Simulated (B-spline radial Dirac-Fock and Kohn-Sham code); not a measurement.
# Inner shells of Sr¹⁴⁺

Wanted for Sr¹⁴⁺: its X-ray form factor and Compton profile, the binding energy of each subshell and how cheaper methods do for the levels.

Program: B-spline radial Dirac-Fock and Kohn-Sham code, version 2. Model: a free atom or ion on a radial basis; each step names its model. All values are calculated, but those marked as tabulated.

## 1. The system

Sr¹⁴⁺ in the configuration [Ar] 3d6.

* nuclear charge: 38
* electrons: 24
* mass number: 88
* nuclear rms radius: 4.224 fm

Outer shells as boxes (Hund's rule, for the drawing alone; heavy ions are jj-coupled, and the calculation averages over the configuration):

```
[Ar] core
3d [↑↓][↑ ][↑ ][↑ ][↑ ]
```

## 2. Scattering by the electron cloud

Model: Dirac-Fock average of configuration, finite nucleus; form factor of the spherical density, Waller-Hartree incoherent function, impulse-approximation Compton profiles.

Settings, as recorded:

```ini
task = scatter
Z = 38
charge = 14
configuration = 1s2 2s2 2p6 3s2 3p6 3d6
mass_number = 88
rms_radius = 4.224  # fm
s = [0.0, 0.04, 0.05, 0.06, 0.07, 0.08, 0.1, 0.12, 0.15, 0.18, 0.22, 0.27, 0.33, 0.4, 0.49, 0.59, 0.72, 0.87, 1.06, 1.29, 1.57, 1.91, 2.32]  # 1/A
pz = [0, 0.1, 0.14, 0.19, 0.26, 0.36, 0.49, 0.68, 0.94, 1.3, 1.8, 2.4, 3.4, 4.6, 6.4, 8.8, 12.0, 17.0, 23.0, 31.0, 43.0]  # a.u.
photon_energy = [2000, 5000, 8047.8, 10000, 17479.3, 20000, 200000, 500000]  # eV
```

The program writes no log. Results of the run, from its result record (rounded, main fields):

```text
status: converged
form_factor [e]: [24.0, 23.957, 23.933, 23.904, 23.869, 23.83, 23.735, 23.619, 23.409, 23.156, 22.756, 22.163, 21.335, 20.24, 18.695, 16.901, 14.618, 12.259, 9.89, 7.9433, 6.5568, 5.5869, 4.7177]
incoherent: [-1.4921e-13, 0.039249, 0.061264, 0.08811, 0.11975, 0.15614, 0.24298, 0.34817, 0.5391, 0.76781, 1.127, 1.6532, 2.3781, 3.3181, 4.6124, 6.078, 7.9075, 9.8041, 11.821, 13.744, 15.509, 17.102, 18.548]
compton_total [1/a.u.]: [2.0004, 1.9997, 1.9991, 1.998, 1.9958, 1.9916, 1.9842, 1.9691, 1.9407, 1.8865, 1.7842, 1.6262, 1.3152, 0.95775, 0.58906, 0.34427, 0.1918, 0.086537, 0.038853, 0.016221, 0.0054431]
shells: ["1s1/2", "2s1/2", "2p1/2", "2p3/2", "3s1/2", "3p1/2", "3p3/2", "3d3/2", "3d5/2"]
occupation: [2.0, 2.0, 2.0, 4.0, 2.0, 2.0, 4.0, 2.4, 3.6]
mean_momentum [a.u.]: [33.378, 11.584, 15.566, 15.14, 5.5162, 6.5566, 6.4417, 7.581, 7.538]
r2 [bohr^2]: 3.6302
r_inverse [1/bohr]: 187.26
r1 [bohr]: 7.7036
coherent [b]: [372.34, 323.42, 257.65, 218.12, 119.46, 101.04, 2.4374, 0.41882]
incoherent_cross_section [b]: [0.20613, 1.1463, 2.4789, 3.3482, 6.0241, 6.6737, 9.2504, 6.8395]
radial_jk:
  3d: {"j0": [1.0, 0.9973, 0.99578, 0.99393, 0.99175, 0.98924, 0.98324, 0.97596, 0.96271, 0.94678, 0.92163, 0.8845, 0.83282, 0.76492, 0.67001, 0.56114, 0.42504, 0.28804, 0.15578, 0.055321, -0.0029012, -0.023114, -0.02098], "j2": [0.0, 0.0010803, 0.001686, 0.0024244, 0.0032943, 0.0042944, 0.0066786, 0.0095623, 0.014785, 0.021019, 0.030758, 0.044896, 0.064071, 0.088296, 0.12007, 0.15297, 0.18721, 0.21063, 0.21543, 0.19399, 0.15002, 0.097456, 0.052275], "j4": [0.0, 5.0126e-07, 1.2223e-06, 2.531e-06, 4.6809e-06, 7.9696e-06, 1.9365e-05, 3.9924e-05, 9.644e-05, 0.0001974, 0.00043142, 0.00094816, 0.0020203, 0.0040877, 0.0083327, 0.01537, 0.027957, 0.045815, 0.069367, 0.092323, 0.10593, 0.10311, 0.084679], "r2": 0.22952, "r4": 0.094826, "r6": 0.062256}
```

The scattering functions against s = sin θ / λ:

```
s (1/Å)  f (e)  f / N     S(s)
      0  24.00  1.000        0
 0.0500  23.93  0.997  0.06126
 0.0700  23.87  0.995   0.1198
  0.100  23.73  0.989   0.2430
  0.150  23.41  0.975   0.5391
  0.220  22.76  0.948    1.127
  0.330  21.33  0.889    2.378
  0.490  18.69  0.779    4.612
  0.720  14.62  0.609    7.908
   1.06  9.890  0.412    11.82
   1.57  6.557  0.273    15.51
   2.32  4.718  0.197    18.55
```

## 3. Hole states by ΔSCF

Model: Dirac-Fock average of configuration, Delta-SCF, finite nucleus, first-order Breit with its frequency dependence, self-energy and vacuum polarisation.

Settings, as recorded:

```ini
task = binding
```

The program writes no log. Results of the run, from its result record (rounded, main fields):

```text
status: converged
shells: ["K", "L1", "L2", "L3", "M1", "M2", "M3", "M4,5"]
total_energy_parts [Ha]: [-3090.4426, 1.87753312, -0.181075871, -0.00989555945, 1.27606637, -0.134529231]
koopmans [eV]: [16606.3, 2656.88, 2446.6, 2377.44, 727.776, 648.074, 635.683, 509.256]
dirac_coulomb [eV]: [16566.3, 2642.13, 2429.56, 2360.9, 725.587, 645.702, 633.425, 506.464]
gaunt [eV]: [-28.5306, -2.32613, -4.17132, -2.98504, -0.366398, -0.66255, -0.447892, -0.116585]
retardation [eV]: [1.94317, 0.119541, 0.45065, 0.45085, 0.0224175, 0.0797381, 0.0798219, 0.0202216]
breit_frequency [eV]: [0.117861, -0.013735, -0.00156605, 0.0511465, -0.00312098, -0.00162037, 0.00864132, -0.00107788]
self_energy [eV]: [-14.5217, -1.63397, 0.164244, 0.0176264, -0.316735, 0.0278528, 0.001871, 0.0221455]
vacuum_polarisation [eV]: [1.56972, 0.164071, -0.00962811, -0.011698, 0.0308498, -0.00187151, -0.00230721, -0.00195392]
binding [eV]: [16526.8, 2638.44, 2425.99, 2358.42, 724.954, 645.144, 633.066, 506.387]
mean_radius [bohr]: [0.039149, 0.171271, 0.147045, 0.151124, 0.467806, 0.461961, 0.470034, 0.44175]
```

total_energy_parts: Dirac-Coulomb, Gaunt, retardation, frequency dependence, self-energy, vacuum polarisation. 

Each level as Koopmans' value plus corrections (eV):

```
     level       -ε  relaxation   Breit     QED  binding
    K (1s)  16606.3      -40.03  -26.47  -12.95  16526.8
   L1 (2s)   2656.9      -14.74   -2.22   -1.47   2638.4
L2 (2p1/2)   2446.6      -17.04   -3.72    0.15   2426.0
L3 (2p3/2)   2377.4      -16.54   -2.48    0.01   2358.4
   M1 (3s)    727.8       -2.19   -0.35   -0.29    725.0
M2 (3p1/2)    648.1       -2.37   -0.58    0.03    645.1
M3 (3p3/2)    635.7       -2.26   -0.36    0.00    633.1
 M4,5 (3d)    509.3       -2.79   -0.10    0.02    506.4
```

X-ray lines as differences of these levels:

```
       line  energy (eV)
 Kβ1 (K-M3)      15893.8
 Kβ3 (K-M2)      15881.7
 Kα1 (K-L3)      14168.4
 Kα2 (K-L2)      14100.9
Lβ3 (L1-M3)       2005.4
Lβ4 (L1-M2)       1993.3
 Lη (L2-M1)       1701.0
 Lℓ (L3-M1)       1633.5
```

## 4. The levels by Dirac LDA

Model: Dirac-Kohn-Sham LDA (Slater exchange, VWN correlation), finite nucleus, spherical and without spin polarisation.

The run's settings:

```ini
task = binding-ladder
method = lda,vwn
relativity = dirac
```

The program writes no log. Results of the run, from its result record (rounded, main fields):

```text
status: converged
shells: ["K", "L1", "L2", "L3", "M1", "M2", "M3", "M4,5"]
minus_eigenvalue [eV]: [16305.2, 2549.98, 2359.2, 2290.7, 685.014, 615.847, 603.781, 483.611]
delta_scf [eV]: [16561.5, 2603.88, 2422.96, 2352.66, 708.073, 639.233, 626.826, 508.087]
total_energy [Ha]: -3087.62344
dirac_fock_binding [eV]: [16526.8, 2638.44, 2425.99, 2358.42, 724.954, 645.144, 633.066, 506.387]
```

Against the Dirac-Fock value with Breit and QED (eV):

```
level       -ε    miss     ΔSCF   miss  Dirac-Fock
    K  16305.2  -221.6  16561.5  +34.7     16526.8
   L1   2550.0   -88.5   2603.9  -34.6      2638.4
   L2   2359.2   -66.8   2423.0   -3.0      2426.0
   L3   2290.7   -67.7   2352.7   -5.8      2358.4
   M1    685.0   -39.9    708.1  -16.9       725.0
   M2    615.8   -29.3    639.2   -5.9       645.1
   M3    603.8   -29.3    626.8   -6.2       633.1
 M4,5    483.6   -22.8    508.1   +1.7       506.4
```

## 5. non-relativistic HF, for comparison

Model: non-relativistic Hartree-Fock, average of configuration, point nucleus.

The run's settings:

```ini
task = binding-ladder
method = hf
relativity = nr
```

The program writes no log. Results of the run, from its result record (rounded, main fields):

```text
status: converged
shells: ["1s", "2s", "2p", "3s", "3p", "3d"]
minus_eigenvalue [eV]: [16280.2, 2580.29, 2380.29, 711.586, 634.827, 510.991]
delta_scf [eV]: [16241.7, 2566.09, 2363.96, 709.51, 632.593, 508.188]
total_energy [Ha]: -3043.94053
```

Against the Dirac-Fock value with Breit and QED (eV):

```
level       -ε    miss     ΔSCF    miss  Dirac-Fock
   1s  16280.2  -246.6  16241.7  -285.1     16526.8
   2s   2580.3   -58.1   2566.1   -72.4      2638.4
   2p   2380.3    -0.7   2364.0   -17.0      2380.9
   3s    711.6   -13.4    709.5   -15.4       725.0
   3p    634.8    -2.3    632.6    -4.5       637.1
   3d    511.0    +4.6    508.2    +1.8       506.4
```

Spin-orbit partners are averaged with weights 2j + 1.

## 6. Cost and miss by method

| method | level | eigenvalue miss (%) | ΔSCF miss (%) | time |
| --- | --- | --- | --- | --- |
| Dirac LDA | K | -1.34 | +0.21 | 1.3 s |
| non-relativistic HF | 1s | -1.49 | -1.73 | 0.15 s |
| Dirac-Fock + Breit + QED | all | - | reference | 2.2 s |

Times cover the ground state and all hole states of a step, on one thread of a shared host; states solved in an earlier step are reused, and a first call can include compiling.

## 7. Results

| quantity | value |
| --- | --- |
| rms radius of the electron cloud | 0.389 bohr |
| form factor halves at | 0.89 1/Å |
| Compton profile at zero | 2.000 1/a.u. |
| deepest level listed, K (1s) | 16526.8 eV |
| least bound, M4,5 (3d) | 506.4 eV |
| Kα1 | 14168.4 eV |
| ionisation energy, NIST (theoretical) | 499.000 eV |
| Dirac LDA, K: eigenvalue / ΔSCF | 16305.2 / 16561.5 eV |
| non-relativistic HF, 1s: eigenvalue / ΔSCF | 16280.2 / 16241.7 eV |

**Reading.** f falls from 24 to half of that at s = 0.89 1/Å. Incoherent scattering outweighs coherent from 200 keV on, among the energies asked. The K (1s) level lies 40.0 eV under Koopmans' value by relaxation alone; Breit gives -26.47 and QED -12.95 eV. NIST's ionisation energy differs by -7.39 eV from the least binding energy; the calculation averages open shells over their j components and terms. Dirac LDA misses the K level by -1.3 % with its eigenvalue and by +0.2 % with ΔSCF, so total-energy differences mend most of the error. Non-relativistic HF misses the 1s level by -1.5 % with its eigenvalue and by -1.7 % with ΔSCF, as relativity is missing. The Hartree-Fock and Dirac-Fock values hold no electron correlation.
